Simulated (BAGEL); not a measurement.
# One shape, several levels: AlPH3F3 (Al(PF3)H3)

We compute a comparison of 3 runs (HF/STO-3G, HF/6-31G*, B3LYP/6-31G*) of AlPH3F3 (Al(PF3)H3). 

The calculation is run with BAGEL 1.2.2.

22 further runs of the same task are left out: 2 that didn't finish, 20 set aside as unsound or not needed.

**1. The structure to begin with**

AlPH3F3 has 8 atoms, charge 0, and is taken as a singlet. As SMILES, `[H][Al]([H])([H])<-[P](F)(F)F`. The Al1–H7 distance was set to 2.029 Å, away from the relaxed value.

Bond lengths: Al1–P2 2.534 Å, P2–F3 1.584 Å, P2–F4 1.582 Å, P2–F5 1.581 Å, Al1–H6 1.563 Å, Al1–H8 1.561 Å. Angles: Al1–P2–F3 123.8°, Al1–P2–F4 121.4°, Al1–P2–F5 119.9°, F3–P2–F4 94.8°, F3–P2–F5 94.9°, F4–P2–F5 94.9°, P2–Al1–H6 92.5°, P2–Al1–H8 93.1°, H6–Al1–H8 119.6°.

**2. The energy at HF/STO-3G (density fitting with qzvpp-jkfit) (run 1)**

The input, calc.json:

```json
{ "bagel" : [

{
  "title" : "molecule",
  "basis" : "sto-3g",
  "df_basis" : "qzvpp-jkfit",
  "angstrom" : true,
  "geometry" : [
    { "atom" : "Al", "xyz" : [    0.221249,   -0.406897,   -1.519341 ] },
    { "atom" : "P", "xyz" : [    0.205329,   -0.404077,    1.014469 ] },
    { "atom" : "F", "xyz" : [   -1.113331,   -0.320057,    1.888229 ] },
    { "atom" : "F", "xyz" : [    0.983299,    0.696493,    1.842829 ] },
    { "atom" : "F", "xyz" : [    0.816439,   -1.627667,    1.807659 ] },
    { "atom" : "H", "xyz" : [    1.782159,   -0.446367,   -1.577931 ] },
    { "atom" : "H", "xyz" : [   -0.745240,    1.372760,   -1.645700 ] },
    { "atom" : "H", "xyz" : [   -0.588691,   -1.738937,   -1.606101 ] }
  ]
},
{ "title" : "hf" },
{ "title" : "print", "file" : "orbitals.molden", "orbitals" : true }

]}
```

Launch:

```bash
$ BAGEL_NUM_THREADS=1 BAGEL calc.json > calc.out
```

Log:

```text
* using 1 threads per process

  ===============================================================
  ===============================================================

  *** Geometry ***

  { "atom" : "Al", "xyz" : [      0.418100,     -0.768924,     -2.871138 ] },
  { "atom" : "P", "xyz" : [      0.388016,     -0.763595,      1.917069 ] },
  { "atom" : "F", "xyz" : [     -2.103891,     -0.604820,      3.568236 ] },
  { "atom" : "F", "xyz" : [      1.858166,      1.316181,      3.482442 ] },
  { "atom" : "F", "xyz" : [      1.542846,     -3.075845,      3.415980 ] },
  { "atom" : "H", "xyz" : [      3.367792,     -0.843511,     -2.981857 ] },
  { "atom" : "H", "xyz" : [     -1.408299,      2.594140,     -3.109922 ] },
  { "atom" : "H", "xyz" : [     -1.112465,     -3.286115,     -3.035091 ] },

  Number of auxiliary basis functions:      541

  Since a DF basis is specified, we compute 2- and 3-index integrals:
    o Being stored without compression. Storage requirement is 0.006 GB

  Number of basis functions:       36
  Number of electrons      :       58

    * METHOD: MOLECULE                             0.34

  *** RHF ***

  === Nuclear Repulsion ===
   313.5313254849

      * DIIS with orbital gradients will be used.

  === RHF iteration (sto-3g) ===
      0       -871.48248655          0.01889199           0.05
      1       -871.66594271          0.00431161           0.05
      2       -871.67467437          0.00105004           0.05
      3       -871.67581910          0.00017180           0.05
      4       -871.67585179          0.00002839           0.05
      5       -871.67585255          0.00000339           0.05
      6       -871.67585256          0.00000080           0.05
      7       -871.67585256          0.00000028           0.05
      8       -871.67585256          0.00000010           0.05
      9       -871.67585256          0.00000001           0.05
     10       -871.67585256          0.00000000           0.05
    * SCF iteration converged.

    * Permanent dipole moment:
           (   -0.145496,     0.310215,    -0.342116) a.u.

    * METHOD: HF                                   0.68

    * METHOD: PRINT                                0.00

  ===============================================================
```

It took 1.4 s on 1 thread of Intel Xeon Platinum 8259CL at 2.50GHz (Skylake/Cascade Lake), shared host.

**3. A single-point energy at HF/6-31G(d) (density fitting with qzvpp-jkfit, spherical functions) (run 2)**

The input, hf.json:

```json
{ "bagel": [

{
  "title": "molecule",
  "basis": "6-31gs.json",
  "df_basis": "qzvpp-jkfit",
  "angstrom": true,
  "geometry": [
    { "atom": "Al", "xyz": [       0.221249,      -0.406897,      -1.519341 ] },
    { "atom": "P", "xyz": [       0.205329,      -0.404077,       1.014469 ] },
    { "atom": "F", "xyz": [      -1.113331,      -0.320057,       1.888229 ] },
    { "atom": "F", "xyz": [       0.983299,       0.696493,       1.842829 ] },
    { "atom": "F", "xyz": [       0.816439,      -1.627667,       1.807659 ] },
    { "atom": "H", "xyz": [       1.782159,      -0.446367,      -1.577931 ] },
    { "atom": "H", "xyz": [      -0.745240,       1.372760,      -1.645700 ] },
    { "atom": "H", "xyz": [      -0.588691,      -1.738937,      -1.606101 ] }
  ]
},

{ "title": "hf" },

{ "title": "print", "file": "orbitals.molden", "orbitals": true }

]}
```

The basis set 6-31G* is read from a file made from the Basis Set Exchange's data (not shown).

Launch:

```bash
$ BAGEL_NUM_THREADS=1 BAGEL hf.json > hf.out
```

Log:

```text
* using 1 threads per process

  ===============================================================
  ===============================================================

  *** Geometry ***

  { "atom" : "Al", "xyz" : [      0.418100,     -0.768924,     -2.871138 ] },
  { "atom" : "P", "xyz" : [      0.388016,     -0.763595,      1.917069 ] },
  { "atom" : "F", "xyz" : [     -2.103891,     -0.604820,      3.568236 ] },
  { "atom" : "F", "xyz" : [      1.858166,      1.316181,      3.482442 ] },
  { "atom" : "F", "xyz" : [      1.542846,     -3.075845,      3.415980 ] },
  { "atom" : "H", "xyz" : [      3.367792,     -0.843511,     -2.981857 ] },
  { "atom" : "H", "xyz" : [     -1.408299,      2.594140,     -3.109922 ] },
  { "atom" : "H", "xyz" : [     -1.112465,     -3.286115,     -3.035091 ] },

  Number of auxiliary basis functions:      541

  Since a DF basis is specified, we compute 2- and 3-index integrals:
    o Being stored without compression. Storage requirement is 0.031 GB

  Number of basis functions:       84
  Number of electrons      :       58

    * METHOD: MOLECULE                             0.59

  *** RHF ***

  === Nuclear Repulsion ===
   313.5313254849

      * DIIS with orbital gradients will be used.

  === RHF iteration (6-31gs.json) ===
      0       -882.44542630          0.02147232           0.13
      1       -882.60832501          0.01439206           0.15
      2       -882.70759118          0.00106585           0.12
      3       -882.70921221          0.00017209           0.12
      4       -882.70925933          0.00005270           0.12
      5       -882.70926371          0.00001450           0.12
      6       -882.70926393          0.00000560           0.12
      7       -882.70926395          0.00000175           0.12
      8       -882.70926396          0.00000054           0.12
      9       -882.70926396          0.00000011           0.12
     10       -882.70926396          0.00000003           0.13
     11       -882.70926396          0.00000001           0.12
    * SCF iteration converged.

    * Permanent dipole moment:
           (   -0.177382,     0.371612,    -0.121730) a.u.

    * METHOD: HF                                   1.78

    * METHOD: PRINT                                0.02

  ===============================================================
```

Run time: 2.8 s. Hardware: 1 thread of Intel Xeon Platinum 8259CL at 2.50GHz (Skylake/Cascade Lake), shared host; peak memory 0.14 GiB.

**4. A single-point energy at B3LYP/6-31G(d) (density fitting with qzvpp-jkfit, spherical functions) (run 3)**

The input, input.json:

```json
{ "bagel": [

{
  "title": "molecule",
  "basis": "6-31gs.json",
  "df_basis": "qzvpp-jkfit",
  "angstrom": "true",
  "geometry": [
    { "atom": "Al", "xyz": [    0.221249,   -0.406897,   -1.519341 ] },
    { "atom": "P", "xyz": [    0.205329,   -0.404077,    1.014469 ] },
    { "atom": "F", "xyz": [   -1.113331,   -0.320057,    1.888229 ] },
    { "atom": "F", "xyz": [    0.983299,    0.696493,    1.842829 ] },
    { "atom": "F", "xyz": [    0.816439,   -1.627667,    1.807659 ] },
    { "atom": "H", "xyz": [    1.782159,   -0.446367,   -1.577931 ] },
    { "atom": "H", "xyz": [   -0.745240,    1.372760,   -1.645700 ] },
    { "atom": "H", "xyz": [   -0.588691,   -1.738937,   -1.606101 ] }
  ]
},
{ "title": "ks", "xc_func": "b3lyp" },
{ "title": "print", "file": "orbitals.molden", "orbitals": "true" }

]}
```

The basis set 6-31G* is read from a file made from the Basis Set Exchange's data (not shown).

Launch:

```bash
$ BAGEL_NUM_THREADS=1 BAGEL input.json > input.out
```

Log:

```text
* using 1 threads per process

  ===============================================================
  ===============================================================

  *** Geometry ***

  { "atom" : "Al", "xyz" : [      0.418100,     -0.768924,     -2.871138 ] },
  { "atom" : "P", "xyz" : [      0.388016,     -0.763595,      1.917069 ] },
  { "atom" : "F", "xyz" : [     -2.103891,     -0.604820,      3.568236 ] },
  { "atom" : "F", "xyz" : [      1.858166,      1.316181,      3.482442 ] },
  { "atom" : "F", "xyz" : [      1.542846,     -3.075845,      3.415980 ] },
  { "atom" : "H", "xyz" : [      3.367792,     -0.843511,     -2.981857 ] },
  { "atom" : "H", "xyz" : [     -1.408299,      2.594140,     -3.109922 ] },
  { "atom" : "H", "xyz" : [     -1.112465,     -3.286115,     -3.035091 ] },

  Number of auxiliary basis functions:      541

  Since a DF basis is specified, we compute 2- and 3-index integrals:
    o Being stored without compression. Storage requirement is 0.031 GB

  Number of basis functions:       84
  Number of electrons      :       58

    * METHOD: MOLECULE                             0.52

  *** Kohn-Sham DFT ***

    * Removing 13823 points whose weight is below 1.00e-10
    * Grid points: 105425

  === Nuclear Repulsion ===
   313.5313254849

       - DIIS with orbital gradients will be used.

  === KS iteration (b3lyp / 6-31gs.json) ===
      0       -849.82794955          0.12405967           0.68
      1       -735.83919480          0.09729452           0.57
      2       -737.62500261          0.17034954           0.58
      3       -793.64774970          0.15172795           0.57
      4       -794.76571535          0.15313552           0.58
      5       -794.79931457          0.15326392           0.57
[... 47 lines of this table left out ...]
     53       -885.13827360          0.00000009           0.57
     54       -885.13827360          0.00000001           0.58
    * SCF iteration converged.

    * Permanent dipole moment:
           (   -0.145811,     0.300402,    -0.248845) a.u.

    * METHOD: KS                                  34.66

    * METHOD: PRINT                                0.02

  ===============================================================
```

Wall time 36 s (1 thread of Intel Xeon Platinum 8259CL at 2.50GHz (Skylake/Cascade Lake), shared host); peak memory 0.46 GiB.

**5. All runs side by side**

```
run                                                                 level  energy (Eh)  dipole moment (D)  HOMO energy (eV)  LUMO energy (eV)  wall time
  1                          HF/STO-3G (density fitting with qzvpp-jkfit)  -871.675853               1.23             -7.08              9.25      1.4 s
  2     HF/6-31G* (density fitting with qzvpp-jkfit, spherical functions)  -882.709264               1.09            -10.58              1.98      2.8 s
  3  B3LYP/6-31G* (density fitting with qzvpp-jkfit, spherical functions)  -885.138274               1.06             -7.64             -1.47       36 s
```

**6. What came out**

| quantity | value |
| --- | --- |
| run 3: total energy | -885.13827 Eh |
| run 3: dipole moment | 1.06 D |
| run 3: HOMO energy | -7.64 eV |
| run 3: LUMO energy | -1.47 eV |
| run 3: HOMO–LUMO gap | 6.16 eV |

**Reading.** The dipole moment (its size) runs from 1.06 D (B3LYP/6-31G*) to 1.23 D (HF/STO-3G). The two ends differ in method and basis. The HOMO–LUMO gap runs from 6.16 eV (B3LYP/6-31G*) to 16.33 eV (HF/STO-3G). In run 1 the basis is minimal, so the values are rough. All runs together took 40 s, the longest 36 s.
